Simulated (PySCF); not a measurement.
# MgCd+: bond curves at several levels of theory

One table from this session's results is given with a row withheld; the runs are named, their logs left out.

Computed with PySCF 2.14.0. Level: Mg cc-pVDZ, Cd cc-pVDZ-PP with ECP28, scalar-relativistic core potentials.

Set-up of the first run:

Settings of the job:

```json
{
 "atoms": "Mg, Cd",
 "charge": "1",
 "basis": "Mg cc-pVDZ, Cd cc-pVDZ-PP with ECP28",
 "Hamiltonian": "scalar-relativistic core potentials",
 "basis functions": "56",
 "electrons treated": "31",
 "masses in u": "23.9850, 113.9034",
 "levels": "PBE0, PBE, r²SCAN, TPSS, TPSSh, B3LYP, ωB97X, HF, MP2, SCS-MP2",
 "grid": "80 radial by 434 angular points",
 "occupations": "held fixed by the projection of orbital angular momentum",
 "dissociation limit": "Mg+ + Cd, each in its ground configuration",
 "starting distance in angstrom": "2.855",
 "values of 2S to try": "1, 3"
}
```

Launch:

```console
$ OMP_NUM_THREADS=1 python dia.py task.json out
```

Among the steps run: Set-up; First curve: PBE0; Higher solutions at PBE0; PBE (GGA); r²SCAN (meta-GGA); TPSS (meta-GGA); TPSSh (hybrid meta-GGA); B3LYP; ωB97X (range-separated hybrid); ROHF (mean field).

One table of the session follows, with a row left open; its other results are not shown here.

Energy (eV) from each level's lowest point:

| R (Å) | ROHF | ROHF-MP2 | ROHF-SCS-MP2 | PBE | TPSS |
| --- | --- | --- | --- | --- | --- |
| 2.522 | 0.452 | 0.274 | 0.298 | 0.257 | 0.258 |
| 2.640 | 0.243 | 0.121 | 0.137 | 0.112 | 0.112 |
| 2.757 | ? | ? | ? | ? | ? |
| 2.845 | 0.052 | 0.009 | 0.012 | 0.007 | 0.007 |
| 2.933 | 0.016 | 0.000 | 0.000 | 0.000 | 0.000 |
| 3.021 | 0.000 | 0.007 | 0.004 | 0.007 | 0.008 |
| 3.138 | 0.001 | 0.034 | 0.027 | 0.034 | 0.035 |
| 3.285 | 0.027 | 0.086 | 0.076 | 0.083 | 0.085 |
| 3.461 | 0.080 | 0.161 | 0.150 | 0.154 | 0.158 |
| 3.696 | 0.168 | 0.268 | 0.256 | 0.254 | 0.261 |

Estimate the missing values for R (Å) = 2.757.

Worked estimate for «ROHF». A straight line through the neighbours (2.640, 0.243) and (2.845, 0.052) gives 0.243 + (0.052 − 0.243) × (2.757 − 2.640) / (2.845 − 2.640) = 0.134; a parabola fitted to 4 rows on both sides gives 0.109.

**Answer.** ROHF: 0.112; ROHF-MP2: 0.038; ROHF-SCS-MP2: 0.047; PBE: 0.034; TPSS: 0.034. In «ROHF» the line misses by +0.022 and the parabola by -0.003.
